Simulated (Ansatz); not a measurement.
# CAlGe: the cost of one run

Computed with Ansatz 0.2.0, Gaussian basis. Level: cc-pVTZ, core rule «outside noble gas», up to 20 orbitals frozen.

The runs, in order: UHF; CCSD(T) on RHF; CCSD(T) on UHF; BCCD(T) on RHF; CCSDT(Q) on RHF; CCSDT(Q) on UHF; CASSCF and NEVPT2, 10 electrons in 12 orbitals.

5 further runs of the same task are left out: 5 set aside as unsound or not needed.

**1. The geometry**

The geometry is a PBE0/def2-TZVP stationary point (not a proven minimum) of the parent state, kept for this charge and spin. No spin-orbit coupling is included. The filled d shell of Ge may be among the frozen orbitals whatever the setting's name suggests; the logs give the count.

3 atoms, charge 1, spin multiplicity 1.

Atoms are counted from 1 here; the program's logs count them from 0.

Bond lengths: Al1–C2 1.807 Å, C2–Ge3 1.742 Å. Angles: Al1–C2–Ge3 180.0°.

**2. UHF**

in.yaml

```yaml
crystal:
  periodic: [false, false, false]
  atoms:
    - {symbol: Al, position_ang: [0.000000, 0.000000, 1.785200]}
    - {symbol: C, position_ang: [0.000000, 0.000000, -0.021500]}
    - {symbol: Ge, position_ang: [0.000000, 0.000000, -1.763700]}
basis:
  gaussian: {orbitals: cc-pVTZ}
total_charge: 1
magnetization: {spin_polarized: true, initial_magnetization: 0}
hamiltonian: {xc: hf}
output: {orbitals: {seedname: orbitals}}
```

The run is started by

```bash
> ansatz run in.yaml --threads 1 --pin off --events-out ev --progress --plain --max-ram 2816MiB --backend cpu
```

**Question.** How long does this run take on 1 thread of AMD EPYC 7R13, shared host, and how much memory does it need?

About 22 s, with a peak of 0.42 GiB.
